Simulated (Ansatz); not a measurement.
BP, space group F-43m, an all-electron equation of state

Program: Ansatz 0.2.0 through its Python package.

Interactive session:
```pycon
>>> import ansatz as az
>>> from ase.eos import EquationOfState
>>> from ase.units import GPa
>>> import numpy as np
>>> VECTORS = np.array([
...     [0.0, 2.269, 2.269],
...     [2.269, 0.0, 2.269],
...     [2.269, 2.269, 0.0],
... ])
>>> SITES = [
...     ('B', (0.0, 0.0, 0.0)),
...     ('P', (0.25, 0.25, 0.25)),
... ]
>>> def make_crystal(cell):
...     crystal = az.Crystal(lattice=az.Lattice.of(cell))
...     for symbol, position in SITES:
...         crystal = crystal.atom(symbol, position)
...     return crystal
...
>>> volumes, energies = [], []
>>> for scale in np.linspace(0.94, 1.06, 7):
...     cell = VECTORS * scale ** (1 / 3)
...     calculation = (
...         make_crystal(cell).calculation()
...         .occupations(az.OccupationsMethod.FIXED)
...         .functional('LDA')
...         .kpoints(8, 8, 8)  # sampling of the Brillouin zone
...         .pseudopotentials('all_electron', lapw=True, basis_error=0.001)
...     )
...     report = calculation.run().report
...     volumes.append(abs(np.linalg.det(cell)) / len(SITES))
...     energies.append(report['free_energy_ev'] / len(SITES))
...     print(f'{scale:.3f} {volumes[-1]:9.4f} A^3/atom {energies[-1]:16.5f} eV/atom  (estimated basis error {1000 * report["lapw_basis_errors"]["total_ev_per_atom"]:.2f} meV/atom)')
...
0.940   10.9807 A^3/atom      -4975.15482 eV/atom  (estimated basis error 0.61 meV/atom)
0.960   11.2144 A^3/atom      -4975.16006 eV/atom  (estimated basis error 0.62 meV/atom)
0.980   11.4480 A^3/atom      -4975.15979 eV/atom  (estimated basis error 0.61 meV/atom)
1.000   11.6816 A^3/atom      -4975.15449 eV/atom  (estimated basis error 0.62 meV/atom)
1.020   11.9153 A^3/atom      -4975.14466 eV/atom  (estimated basis error 0.62 meV/atom)
1.040   12.1489 A^3/atom      -4975.13072 eV/atom  (estimated basis error 0.62 meV/atom)
1.060   12.3825 A^3/atom      -4975.11306 eV/atom  (estimated basis error 0.61 meV/atom)
>>> v0, e0, bulk = EquationOfState(volumes, energies, eos='birchmurnaghan').fit()
>>> print(f'V0 = {v0:.4f} A^3/atom, B0 = {bulk / GPa:.1f} GPa')
V0 = 11.3177 A^3/atom, B0 = 175.7 GPa
```

A third-order Birch-Murnaghan fit through the 7 points has its minimum at 11.32 Å³ an atom, 3.1 % below the typed cell, with a bulk modulus of 176 GPa and dB/dP = 3.8. From that minimum the energy rises by 5.8 meV an atom on the compressed side and 47.5 meV on the expanded side. The window is off centre, so dB/dP is rough.

All-electron totals depend on functional, relativistic treatment and basis; only differences at equal settings carry meaning. The starting cell is as deposited in a crystallographic database; the results hold for this polymorph, which needn't be the stable one. It ran for 13 s on 1 thread of AMD EPYC 9B14 (Zen 4), on a shared host, peak memory 0.33 GiB.
